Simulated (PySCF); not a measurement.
# C5H2ClFO2: a tour of settings

Which settings matter for C5H2ClFO2 (`O=c1occc(F)c1Cl`)?

The runs use PySCF 2.14.0, with density-fitted response routines of our own; the level of theory stands in each step. All values are computed, except where a source is named. Atoms count from 0, in the outputs and in this text.

## Step 1: Starting geometry

11 atoms, charge 0, multiplicity 1; geometry from: GFN2-xTB.

Bonds of the start (Å): O0–C1 1.20, C1–O2 1.38, O2–C3 1.33, C3–C4 1.35, C4–C5 1.42, C5–F6 1.33, C5–C7 1.36, C7–Cl8 1.71, C7–C1 1.46, C3–H9 1.08, C4–H10 1.08.

## Step 2: NMR shieldings: PW91/aug-pcSseg-1

The job: settings as JSON, then the geometry in Å.

```
{"job": {"kind": "nmr", "xc": "PW91", "basis": "aug-pcSseg-1", "pop": false, "scf": {"conv": 0.001, "max_cycle": 90}}, "charge": 0, "multiplicity": 1}
O      1.846620    -1.989700     0.007017
C      0.984635    -1.158167     0.005409
O     -0.331033    -1.565441     0.042816
C     -1.353198    -0.713205     0.042956
C     -1.204584     0.626455     0.006727
C      0.123052     1.134856    -0.032990
F      0.285434     2.458150    -0.069351
C      1.189975     0.291338    -0.033573
Cl     2.812988     0.829916    -0.077918
H     -2.309076    -1.215577     0.075621
H     -2.039389     1.304044     0.007322
```

Level: GIAO PW91/aug-pcSseg-1 NMR shielding, non-relativistic, gas phase.

Started as:

```
OMP_NUM_THREADS=1 python probes_run.py task.json out
```

This one command runs all jobs of the session in turn.

Log:

```text
final grid: 112552 points
cycle   1  E = -901.8183592088  dE =  1.759e+00  |g| = 1.086e+00  |ddm| = 8.934e+00
cycle   2  E = -898.2497833077  dE =  3.569e+00  |g| = 3.285e+00  |ddm| = 6.025e+00
cycle   3  E = -901.7111859279  dE = -3.461e+00  |g| = 1.117e+00  |ddm| = 5.512e+00
cycle   4  E = -902.0198202908  dE = -3.086e-01  |g| = 2.567e-01  |ddm| = 1.840e+00
cycle   5  E = -902.0146736136  dE =  5.147e-03  |g| = 2.826e-01  |ddm| = 1.017e+00
cycle   6  E = -902.0337540942  dE = -1.908e-02  |g| = 9.586e-02  |ddm| = 8.593e-01
cycle   7  E = -902.0358388882  dE = -2.085e-03  |g| = 3.188e-02  |ddm| = 2.425e-01
cycle   8  E = -902.0359935994  dE = -1.547e-04  |g| = 1.930e-02  |ddm| = 8.709e-02
converged SCF energy = -902.0359935994

GIAO shielding tensors (ppm)
atom      isotropic    diamagn.    paramagn.     s11        s22        s33       span
  0 O      -78.493     365.333    -443.826   -341.785   -169.099    275.405    617.190
  1 C       18.848     231.919    -213.071    -77.269     49.961     83.852    161.120
  2 O       14.229     378.838    -364.609   -178.823    -14.553    236.063    414.886
  3 C       25.248     248.240    -222.992    -66.213     35.804    106.153    172.366
  4 C       76.316     266.640    -190.324    -12.806     85.058    156.697    169.503
  5 C        6.319     229.299    -222.979    -73.063     16.294     75.727    148.789
  6 F      248.738     470.979    -222.241    181.643    201.244    363.329    181.687
  7 C       59.022     238.505    -179.483      5.231     67.923    103.912     98.681
  8 Cl     730.104    1147.295    -417.191    541.832    797.006    851.473    309.641
  9 H       23.866      23.923      -0.058     20.324     24.919     26.355      6.031
 10 H       24.960      22.737       2.223     22.356     24.941     27.585      5.229
```

Wall time 61 s (1 thread of Arm Neoverse N1, shared host); peak memory 0.74 GiB.

A normal end doesn't make this result sound: the SCF threshold of 0.001 Eh is far too loose.

## Step 3: J couplings: BHandHLYP/3-21G

The job, as its differences from that of step 2:

```diff
@@ -1,2 +1,2 @@
-{"job": {"kind": "nmr", "xc": "PW91", "basis": "aug-pcSseg-1", "pop": false, "scf": {"conv": 0.001, "max_cycle": 90}}, "charge": 0, "multiplicity": 1}
+{"job": {"kind": "j", "xc": "BHandHLYP", "basis": "3-21G", "scf": {"aux": "def2-qzvpp-jkfit"}, "grid": 1}, "charge": 0, "multiplicity": 1}
 O      1.846620    -1.989700     0.007017
```

Level: BHandHLYP/3-21G indirect spin-spin coupling, non-relativistic, gas phase.

Log:

```text
final grid: 52824 points
cycle   1  E = -897.0685823137  dE =  1.939e+00  |g| = 1.024e+00  |ddm| = 4.105e+00
cycle   2  E = -896.7378027731  dE =  3.308e-01  |g| = 1.704e+00  |ddm| = 3.509e+00
cycle   3  E = -897.3063066257  dE = -5.685e-01  |g| = 1.743e-01  |ddm| = 2.363e+00
cycle   4  E = -897.3108597449  dE = -4.553e-03  |g| = 9.088e-02  |ddm| = 2.376e-01
cycle   5  E = -897.3122596244  dE = -1.400e-03  |g| = 1.727e-02  |ddm| = 8.796e-02
cycle   6  E = -897.3123334036  dE = -7.378e-05  |g| = 6.658e-03  |ddm| = 2.687e-02
cycle   7  E = -897.3123474901  dE = -1.409e-05  |g| = 1.641e-03  |ddm| = 1.434e-02
cycle   8  E = -897.3123485448  dE = -1.055e-06  |g| = 6.474e-04  |ddm| = 3.609e-03
cycle   9  E = -897.3123487321  dE = -1.873e-07  |g| = 2.146e-04  |ddm| = 1.727e-03
cycle  10  E = -897.3123487434  dE = -1.138e-08  |g| = 8.528e-05  |ddm| = 4.018e-04
cycle  11  E = -897.3123487456  dE = -2.166e-09  |g| = 2.496e-05  |ddm| = 1.539e-04
cycle  12  E = -897.3123487458  dE = -1.749e-10  |g| = 6.481e-06  |ddm| = 4.983e-05
converged SCF energy = -897.3123487458

Indirect spin-spin couplings (Hz)
  i      j    bonds     total        FC       PSO       DSO        SD
  0 O    6 F    4    -17.810    -3.187    -7.367     0.163    -7.419
  0 O    9 H    4      0.634     0.269     0.142     0.223         -
  0 O   10 H    5      0.290     0.037     0.038     0.216         -
  1 C    6 F    3     -2.400    -5.353     3.204    -0.175    -0.076
  1 C    9 H    3      6.925     7.397     0.004    -0.476         -
  1 C   10 H    4     -0.968    -0.728     0.077    -0.317         -
  2 O    6 F    4      0.547     1.586    -1.556     0.139     0.378
  2 O    9 H    2    -14.350   -15.115     0.691     0.074         -
  2 O   10 H    3     -0.234    -0.986     0.496     0.257         -
  3 C    6 F    3     -7.223    -4.246     2.046    -0.273    -4.751
  3 C    9 H    1    151.008   149.974    -0.082     1.115         -
  3 C   10 H    2     -4.891    -3.443    -1.166    -0.282         -
  4 C    6 F    2     26.070    28.835    -6.556     0.034     3.757
  4 C    9 H    2     -2.628    -1.467    -0.823    -0.338         -
  4 C   10 H    1    137.784   136.109     0.560     1.115         -
  5 C    6 F    1   -239.327  -216.754   -19.321     1.330    -4.581
  5 C    9 H    3     11.543    11.866     0.054    -0.376         -
  5 C   10 H    2     -7.701    -7.168    -0.473    -0.060         -
  6 F    7 C    2     31.968    38.692   -18.457     0.103    11.630
  6 F    9 H    4      7.138     7.613     0.766    -1.291     0.050
  6 F   10 H    3     -2.289    -0.677    -1.411     0.224    -0.426
  7 C    9 H    4     -4.830    -4.511     0.030    -0.349         -
  7 C   10 H    3      6.338     6.546     0.170    -0.378         -
  9 H   10 H    3      6.968     7.386     0.056    -0.475         -
```

It took 12 s on 1 thread of Arm Neoverse N1, shared host; peak memory 0.44 GiB.

It converged, yet the result is unsound: the state lies near a triplet instability (lowest triplet Hessian root 0.049 Eh), which can inflate the couplings, so they are set aside.

## Step 4: Excited states and response: PBE0/def2-SVPD

The job, as its differences from that of step 3:

```diff
@@ -1,2 +1,2 @@
-{"job": {"kind": "j", "xc": "BHandHLYP", "basis": "3-21G", "scf": {"aux": "def2-qzvpp-jkfit"}, "grid": 1}, "charge": 0, "multiplicity": 1}
+{"job": {"kind": "uv", "xc": "PBE0", "basis": "def2-SVPD", "nstates": 12, "ntriplets": 5, "tda": true, "scf": {"level_shift": 0.2}}, "charge": 0, "multiplicity": 1}
 O      1.846620    -1.989700     0.007017
```

With the program's defaults for keys left out, this is: TDA PBE0/def2-SVPD, vertical, gas phase, core orbitals frozen in the response.

Log:

```text
final grid: 112552 points
cycle   1  E = -900.8716341468  dE =  2.016e+00  |g| = 1.097e+00  |ddm| = 6.570e+00
cycle   2  E = -900.6932162562  dE =  1.784e-01  |g| = 1.557e+00  |ddm| = 5.363e+00
cycle   3  E = -901.1137446234  dE = -4.205e-01  |g| = 3.331e-01  |ddm| = 2.372e+00
cycle   4  E = -901.1372272030  dE = -2.348e-02  |g| = 8.811e-02  |ddm| = 7.698e-01
cycle   5  E = -901.1389356120  dE = -1.708e-03  |g| = 1.737e-02  |ddm| = 1.897e-01
cycle   6  E = -901.1390044033  dE = -6.879e-05  |g| = 1.113e-02  |ddm| = 5.209e-02
cycle   7  E = -901.1390262060  dE = -2.180e-05  |g| = 4.315e-03  |ddm| = 2.411e-02
cycle   8  E = -901.1390299369  dE = -3.731e-06  |g| = 1.020e-03  |ddm| = 9.368e-03
cycle   9  E = -901.1390302401  dE = -3.031e-07  |g| = 2.495e-04  |ddm| = 4.372e-03
cycle  10  E = -901.1390302703  dE = -3.024e-08  |g| = 1.000e-04  |ddm| = 8.614e-04
cycle  11  E = -901.1390302761  dE = -5.822e-09  |g| = 4.904e-05  |ddm| = 3.580e-04
cycle  12  E = -901.1390302776  dE = -1.429e-09  |g| = 2.404e-05  |ddm| = 1.739e-04
cycle  13  E = -901.1390302779  dE = -3.270e-10  |g| = 1.390e-05  |ddm| = 8.767e-05
level shift removed, Fock matrix diagonalised once more
converged SCF energy = -901.1390302779

Static polarisability (au): isotropic 79.326, principal 46.439 85.246 106.293

Singlet excitations
state   eV       nm        f      main configurations
  1   4.8493    255.7   0.27236   H->L 0.93
  2   5.0850    243.8   0.00006   H-1->L 0.92
  3   5.9395    208.7   0.05013   H->L+1 0.62, H-2->L 0.32
  4   5.9603    208.0   0.00005   H-3->L 0.98
  5   6.0376    205.4   0.00008   H->L+2 0.96
  6   6.2849    197.3   0.00013   H-1->L+1 0.89
  7   6.6279    187.1   0.01221   H->L+3 0.97
  8   6.6417    186.7   0.11855   H-2->L 0.54, H->L+1 0.20, H-4->L 0.19
  9   7.2326    171.4   0.00099   H->L+4 0.92
 10   7.5455    164.3   0.00090   H-5->L 0.85, H-3->L+1 0.12
 11   7.6233    162.6   0.03117   H-1->L+2 0.77, H-4->L 0.11
 12   7.6466    162.1   0.00062   H-3->L+1 0.85, H-5->L 0.12

Triplet excitations (Tamm-Dancoff, eV): 2.8897 4.4511 4.7570 4.9912 5.6048
```

Run time: 60 s. Hardware: 1 thread of Arm Neoverse N1, shared host; peak memory 0.87 GiB.

Frontier orbitals and where they lie:

```csv
orbital,eV,atoms
HOMO−3,-9.47,"Cl8 79 %, C7 9 %"
HOMO−2,-9.35,"Cl8 27 %, C4 18 %, O2 14 %"
HOMO−1,-8.77,"O0 72 %, C1 11 %, O2 7 %"
HOMO,-7.37,"C7 19 %, Cl8 17 %, O0 15 %"
LUMO,-2.21,"C3 20 %, C5 19 %, C7 16 %"
LUMO+1,-0.63,"C1 22 %, O0 19 %, C4 18 %"
LUMO+2,0.05,"Cl8 42 %, C7 20 %, C5 11 %"
```

With each of the 12 states as a Gaussian band of 0.4 eV half-width at 1/e, the curve within the window shown has maxima at 256 nm (ε 11,000), 187 nm (ε 5,400), 163 nm (ε 1,400) L/(mol cm). Beyond the last state computed it falls off for lack of states. The curve at chosen wavelengths:

nm, ε (L/mol/cm) and a bar:
```
      156        686 
      161       1288 ##
      167       1181 #
      172       1203 ##
      178       2864 ######
      183       4786 ############
      188       5371 ##############
      194       4158 ##########
      199       3053 #######
      205       2486 #####
      210       2209 ####
      215       1789 ###
      221       1335 ##
      226       1442 ##
      232       2617 ######
      237       4528 ###########
      242       6942 ##################
      248       9598 ##########################
      253      10855 ##############################
      259      10762 ##############################
      264       9522 ##########################
      269       7681 #####################
      275       5329 ##############
      280       3630 #########
      286       2108 ####
      291       1261 ##
```

Further results of this job:

```csv
property,computed
dipole moment (D),4.69
polarisability (Å³),11.75
HOMO–LUMO gap (eV),5.16
−ε(HOMO) (eV),7.37
```

## Step 5: Nuclear shieldings: PBE0/pcseg-1

The job, as its differences from that of step 4:

```diff
@@ -1,2 +1,2 @@
-{"job": {"kind": "uv", "xc": "PBE0", "basis": "def2-SVPD", "nstates": 12, "ntriplets": 5, "tda": true, "scf": {"level_shift": 0.2}}, "charge": 0, "multiplicity": 1}
+{"job": {"kind": "nmr", "xc": "PBE0", "basis": "pcseg-1", "pop": true, "grid": 1}, "charge": 0, "multiplicity": 1}
 O      1.846620    -1.989700     0.007017
```

Method: GIAO PBE0/pcseg-1 NMR shielding, non-relativistic, gas phase.

Log:

```text
final grid: 52824 points
cycle   1  E = -901.2796022716  dE =  2.011e+00  |g| = 9.410e-01  |ddm| = 4.053e+00
cycle   2  E = -900.5800497181  dE =  6.996e-01  |g| = 2.068e+00  |ddm| = 3.446e+00
cycle   3  E = -901.4494049092  dE = -8.694e-01  |g| = 2.573e-01  |ddm| = 2.707e+00
cycle   4  E = -901.4594957748  dE = -1.009e-02  |g| = 1.308e-01  |ddm| = 3.307e-01
cycle   5  E = -901.4623300107  dE = -2.834e-03  |g| = 3.562e-02  |ddm| = 1.149e-01
cycle   6  E = -901.4626171799  dE = -2.872e-04  |g| = 1.001e-02  |ddm| = 4.380e-02
cycle   7  E = -901.4626398244  dE = -2.264e-05  |g| = 3.083e-03  |ddm| = 1.223e-02
cycle   8  E = -901.4626419948  dE = -2.170e-06  |g| = 9.396e-04  |ddm| = 3.836e-03
cycle   9  E = -901.4626421958  dE = -2.010e-07  |g| = 2.821e-04  |ddm| = 1.366e-03
cycle  10  E = -901.4626422116  dE = -1.576e-08  |g| = 1.333e-04  |ddm| = 4.876e-04
cycle  11  E = -901.4626422164  dE = -4.818e-09  |g| = 3.233e-05  |ddm| = 1.967e-04
cycle  12  E = -901.4626422167  dE = -2.494e-10  |g| = 1.187e-05  |ddm| = 4.438e-05
converged SCF energy = -901.4626422167

GIAO shielding tensors (ppm)
atom      isotropic    diamagn.    paramagn.     s11        s22        s33       span
  0 O      -64.058     395.715    -459.773   -343.441   -158.824    310.090    653.531
  1 C       35.863     244.288    -208.426    -64.483     72.717     99.355    163.838
  2 O       52.415     399.836    -347.421   -139.816     23.644    273.418    413.234
  3 C       40.832     249.119    -208.288    -55.834     49.124    129.205    185.039
  4 C       90.656     259.951    -169.295      3.895    100.073    168.000    164.106
  5 C       19.784     247.717    -227.933    -66.241     31.503     94.090    160.331
  6 F      276.239     473.779    -197.541    200.791    246.605    381.320    180.530
  7 C       73.054     259.460    -186.407     17.873     81.432    119.856    101.982
  8 Cl     793.442    1145.852    -352.409    629.462    845.042    905.823    276.360
  9 H       24.252      28.195      -3.944     20.798     25.653     26.305      5.507
 10 H       25.666      30.108      -4.442     23.597     25.669     27.733      4.136
```

It took 19 s on 1 thread of Arm Neoverse N1, shared host; peak memory 0.68 GiB.

Shifts follow as δ = σ(reference) − σ, with reference shieldings (ppm) from runs at the same level and on the same kind of geometry: ¹H TMS 31.87, ¹³C TMS 197.0, ¹⁹F CFCl3 181.7, ¹⁷O H2O 339.5. The references are single molecules in the gas phase, so shifts against H2O, NH3, PH3, H3PO4 or CFCl3 are not on the usual liquid scales and can be off by tens of ppm.

```csv
atoms,environment,σ (ppm),δ (ppm)
C5,aromatic carbon bearing fluorine,19.8,177.2
C1,ring carbonyl carbon,35.9,161.1
C3,aromatic CH next to the ring oxygen,40.8,156.1
C7,aromatic carbon bearing chlorine,73.1,123.9
C4,aromatic CH,90.7,106.3
H9,hydrogen on an aromatic CH next to the ring oxygen,24.25,7.62
H10,hydrogen on an aromatic CH,25.67,6.21
O0,carbonyl oxygen,-64.1,403.6
O2,aromatic ring oxygen,52.4,287.1
F6,aryl fluorine,276.2,-94.5
Cl8,chlorine bonded to C,793,–
```

The run also stored atomic charges by several schemes (e):

```csv
atoms,Mulliken,IAO,Hirshfeld,ESP fit
O0,-0.35,-0.42,-0.26,-0.57
C1,0.69,0.49,0.18,1.09
O2,-0.45,-0.26,-0.06,-0.48
C3,0.32,0.09,0.07,0.35
C4,-0.29,-0.26,-0.09,-0.79
C5,0.59,0.32,0.10,0.85
F6,-0.26,-0.23,-0.05,-0.22
C7,-0.57,-0.16,-0.04,-0.74
Cl8,0.05,0.04,0.00,0.07
```

Mayer bond orders: O0–C1 2.00, C1–O2 0.91, O2–C3 1.07, C3–C4 1.65, C4–C5 1.22, C5–F6 0.95, C5–C7 1.38, C7–Cl8 1.24, C7–C1 1.02.

Ring of atoms C1, O2, C3, C4, C5, C7: NICS(0) -3.8, NICS(1) -4.7, NICS(1)zz -7.1 ppm (means of both faces).

## Step 6: Excited states and response: PBE0/def2-SVP

The job, as its differences from that of step 5:

```diff
@@ -1,2 +1,2 @@
-{"job": {"kind": "nmr", "xc": "PBE0", "basis": "pcseg-1", "pop": true, "grid": 1}, "charge": 0, "multiplicity": 1}
+{"job": {"kind": "uv", "xc": "PBE0", "basis": "def2-SVP", "nstates": 12, "ntriplets": 2, "tda": true}, "charge": 0, "multiplicity": 1}
 O      1.846620    -1.989700     0.007017
```

With the program's defaults for keys left out, this is: TDA PBE0/def2-SVP, vertical, gas phase, core orbitals frozen in the response.

Log:

```text
coarse grid: 11552 points
cycle   1  E = -900.7787175914  dE =  1.936e+00  |g| = 1.008e+00  |ddm| = 4.295e+00
cycle   2  E = -900.0107528406  dE =  7.680e-01  |g| = 2.168e+00  |ddm| = 4.434e+00
cycle   3  E = -900.9678867495  dE = -9.571e-01  |g| = 2.870e-01  |ddm| = 3.574e+00
cycle   4  E = -900.9811040476  dE = -1.322e-02  |g| = 1.377e-01  |ddm| = 3.914e-01
cycle   5  E = -900.9842358150  dE = -3.132e-03  |g| = 3.859e-02  |ddm| = 1.276e-01
cycle   6  E = -900.9845714613  dE = -3.356e-04  |g| = 1.158e-02  |ddm| = 4.812e-02
cycle   7  E = -900.9846021394  dE = -3.068e-05  |g| = 3.374e-03  |ddm| = 1.418e-02
cycle   8  E = -900.9846046943  dE = -2.555e-06  |g| = 1.072e-03  |ddm| = 4.385e-03
final grid: 112552 points
cycle   9  E = -901.1030479138  dE = -1.035e-05  |g| = 1.197e-02  |ddm| = 3.010e-02
cycle  10  E = -901.1029817700  dE =  6.614e-05  |g| = 2.183e-02  |ddm| = 3.540e-02
cycle  11  E = -901.1030754555  dE = -9.369e-05  |g| = 2.158e-03  |ddm| = 2.553e-02
cycle  12  E = -901.1030763720  dE = -9.165e-07  |g| = 3.602e-04  |ddm| = 2.293e-03
cycle  13  E = -901.1030763930  dE = -2.103e-08  |g| = 1.429e-04  |ddm| = 4.492e-04
cycle  14  E = -901.1030763974  dE = -4.353e-09  |g| = 5.149e-05  |ddm| = 1.969e-04
cycle  15  E = -901.1030763981  dE = -7.062e-10  |g| = 7.529e-06  |ddm| = 6.451e-05
converged SCF energy = -901.1030763981

Static polarisability (au): isotropic 64.273, principal 30.933 70.219 91.669

Singlet excitations
state   eV       nm        f      main configurations
  1   4.9010    253.0   0.26041   H->L 0.93
  2   5.0524    245.4   0.00040   H-1->L 0.93
  3   5.9282    209.1   0.00002   H-3->L 0.98
  4   6.0203    205.9   0.03311   H->L+1 0.57, H-2->L 0.36
  5   6.2637    197.9   0.00016   H-1->L+1 0.89
  6   6.4306    192.8   0.00412   H->L+2 0.97
  7   6.6848    185.5   0.11286   H-2->L 0.50, H-4->L 0.22, H->L+1 0.21
  8   7.5446    164.3   0.00108   H-5->L 0.91
  9   7.6946    161.1   0.00015   H-3->L+1 0.92
 10   7.8692    157.6   0.00006   H->L+3 0.90
 11   7.8973    157.0   0.23712   H-4->L 0.49, H-1->L+2 0.29
 12   7.9595    155.8   0.09702   H-2->L+1 0.66, H-1->L+2 0.26

Triplet excitations (Tamm-Dancoff, eV): 2.8733 4.4769
```

Wall time 25 s (1 thread of Arm Neoverse N1, shared host); peak memory 0.72 GiB.

In short: HOMO -7.14 eV, LUMO -2.00 eV; lowest singlet 4.90 eV.

## Step 7: Side by side: electronic excitations

Excitations and ground-state properties, with basis size and wall time:

```csv
run,lowest singlet (eV),brightest (eV),f,gap (eV),α (Å³),μ (D),functions,time
PBE0/def2-SVPD,4.85,4.85,0.272,5.16,11.75,4.69,212,60 s
PBE0/def2-SVP,4.90,4.90,0.260,5.14,9.52,4.50,140,25 s
```

## Step 8: What came out

| quantity | value |
| --- | --- |
| lowest singlet (PBE0/def2-SVPD) | 4.85 eV (256 nm), f = 0.272 |
| lowest triplet | 2.89 eV |
| ¹³C shifts against TMS (PBE0/pcseg-1) | 177.2, 161.1, 156.1, 123.9, 106.3 ppm |
| ¹H shifts against TMS (PBE0/pcseg-1) | 7.62, 6.21 ppm |
| ¹⁷O shifts against H2O (PBE0/pcseg-1) | 403.6, 287.1 ppm |
| ¹⁹F shifts against CFCl3 (PBE0/pcseg-1) | -94.5 ppm |
| shieldings of Cl (PBE0/pcseg-1) | Cl8 793.4 ppm |
| range of the lowest singlet | 4.85 to 4.90 eV |
| property runs in this session | 5, of which 0 failed and 2 gave unsound results |

**Reading.** Single values in the summary come from the first sound run of each kind (PBE0/pcseg-1; PBE0/def2-SVPD), which need not be the best level. The lowest singlet, at 4.85 eV, is HOMO→LUMO 0.93 and is bright. The lowest triplet lies 1.96 eV below the lowest singlet. At PBE0/pcseg-1: The largest span, 654 ppm, is at O0, where the paramagnetic term is -460 ppm. The lowest singlet runs from 4.85 eV (PBE0/def2-SVPD) to 4.90 eV (PBE0/def2-SVP), while the orbital gap spans 5.14 to 5.16 eV. The lowest state need not be the same one in every run.
